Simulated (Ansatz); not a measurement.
**Li3SCl: how the settings move a single-point run**

How sensitive is a single-point run of Li3SCl to its settings? A reference run comes first, then five runs with altered input. The cell is built on a prototype (antiperovskite) and needn't be the phase found in nature.

Method: reference: DFT, PBE, plane waves, PAW, in Ansatz 0.2.0.

## Step 1: The structure to begin with

The structure is cubic, space group Pm-3m (No. 221). Conventional cell: a = 4.579 Å, b = 4.579 Å, c = 4.579 Å, α = 90.00°, β = 90.00°, γ = 90.00°. Cl (site symmetry m-3m) is surrounded by 12 Li at 3.24 Å. S (site symmetry m-3m) has 6 Li at 2.29 Å as nearest neighbours. Li (site symmetry 4/mmm) has 2 S at 2.29 Å and 4 Cl at 3.24 Å and 8 Li at 3.24 Å as nearest neighbours.

Coordinates:

```
CELL_PARAMETERS angstrom
4.57898 0.00000 0.00000
0.00000 4.57898 0.00000
0.00000 0.00000 4.57898
ATOMIC_POSITIONS crystal
Cl 0.00000 0.00000 0.00000
S 0.50000 0.50000 0.50000
Li 0.50000 0.50000 0.00000
Li 0.50000 0.00000 0.50000
Li 0.00000 0.50000 0.50000
```

## Step 2: Baseline

File input.yaml:

```yaml
crystal:
  lattice:
    - [4.5789803827, 0.0, 0.0]
    - [0.0, 4.5789803827, 0.0]
    - [0.0, 0.0, 4.5789803827]
  atoms:
    - { symbol: Cl, position: [0.0, 0.0, 0.0] }
    - { symbol: S, position: [0.5, 0.5, 0.5] }
    - { symbol: Li, position: [0.5, 0.5, 0.0] }
    - { symbol: Li, position: [0.5, 0.0, 0.5] }
    - { symbol: Li, position: [0.0, 0.5, 0.5] }
kpoints:
  mp_grid: { grid: [4, 4, 4] }
hamiltonian:
  xc: pbe
scf:
  occupations: { method: fixed }
  n_extra_bands: 5
output:
  forces: true
  stress: true
  eigenvalues: true
```

Run with:

```
> ansatz run input.yaml --threads 4 --pin off --max-ram 4608MiB --backend cpu --events-out ev --progress --plain --runs-dir out
```

## Step 3: Variant: ecutwfc 350

Edit input.yaml of step 2 so:

```diff
@@ -22 +22,3 @@
   eigenvalues: true
+basis:
+  ecutwfc: 350
```

## Step 4: Changed: xc pbesol

Edit input.yaml of step 2 so:

```diff
@@ -14,3 +14,3 @@
 hamiltonian:
-  xc: pbe
+  xc: pbesol
 scf:
```

## Step 5: Changed: occupations.method methfessel_paxton, occupations.width 0.5

Edit input.yaml of step 2 so:

```diff
@@ -16,3 +16,3 @@
 scf:
-  occupations: { method: fixed }
+  occupations: { method: methfessel_paxton, width: 0.5 }
   n_extra_bands: 5
```

## Step 6: Changed: xc mr2scan

Edit input.yaml of step 2 so:

```diff
@@ -14,3 +14,3 @@
 hamiltonian:
-  xc: pbe
+  xc: mr2scan
 scf:
```

## Step 7: Variant: exchange pbe, correlation pbe, coeff 0.75, omega 0.2078

Edit input.yaml of step 2 so:

```diff
@@ -14,3 +14,6 @@
 hamiltonian:
-  xc: pbe
+  xc:
+    exchange: pbe
+    correlation: pbe
+    exx: { coeff: 0.75, omega: 0.2078 }
 scf:
```

Q: Predict the outcome of this session. Wanted: for each run, ending; energy change; pressure; gap; force.

The runs gave:

```csv
run,ending,energy change,pressure (GPa),gap (eV),force (eV/Å),cycles,time
reference,converged,0,0.2,4.11,0.00,6,0.84 s
1: ecutwfc 350,converged,+0.5 meV/atom,0.2,4.11,0.00,6,0.75 s
2: xc pbesol,converged,not comparable,-0.6,3.94,0.00,6,0.89 s
"3: occupations.method methfessel_paxton, occupations.width 0.5",converged,0.0 meV/atom (σ→0),0.2,4.11,0.00,6,0.85 s
4: xc mr2scan,converged,not comparable,0.0,4.73,0.00,6,2.1 s
"5: exchange pbe, correlation pbe, coeff 0.75, omega 0.2078",converged,not comparable,-0.9,7.61,0.00,14,20 s
```

Residual by cycle in the longest SCF loop of each run; runs are numbered as in the table. The quantity is the density residual dr2, in eV.

```csv
cycle,reference,run 1,run 2,run 3,run 4,run 5
1,0.00334,0.00366,0.0122,0.00306,0.00785,0.0327
2,3.0e-4,2.7e-4,0.00187,3.4e-4,0.00273,0.0195
3,7.4e-5,8.0e-5,1.3e-4,6.2e-5,1.5e-4,0.0033
4,1.3e-6,1.9e-6,6.8e-6,2.5e-6,7.5e-6,2.0e-4
5,1.3e-7,2.3e-8,6.0e-7,1.7e-7,4.8e-7,2.4e-5
6,2.5e-9,3.4e-9,5.0e-8,7.7e-9,5.2e-8,-
```

What this shows: Run 1 ran under the cutoff that the potentials recommend, as the log warns, so basis error is mixed into its values. Of the variants the dearest is «exchange pbe, correlation pbe, coeff 0.75, omega 0.2078» (20 s), the cheapest «ecutwfc 350» (0.75 s), on a shared host.
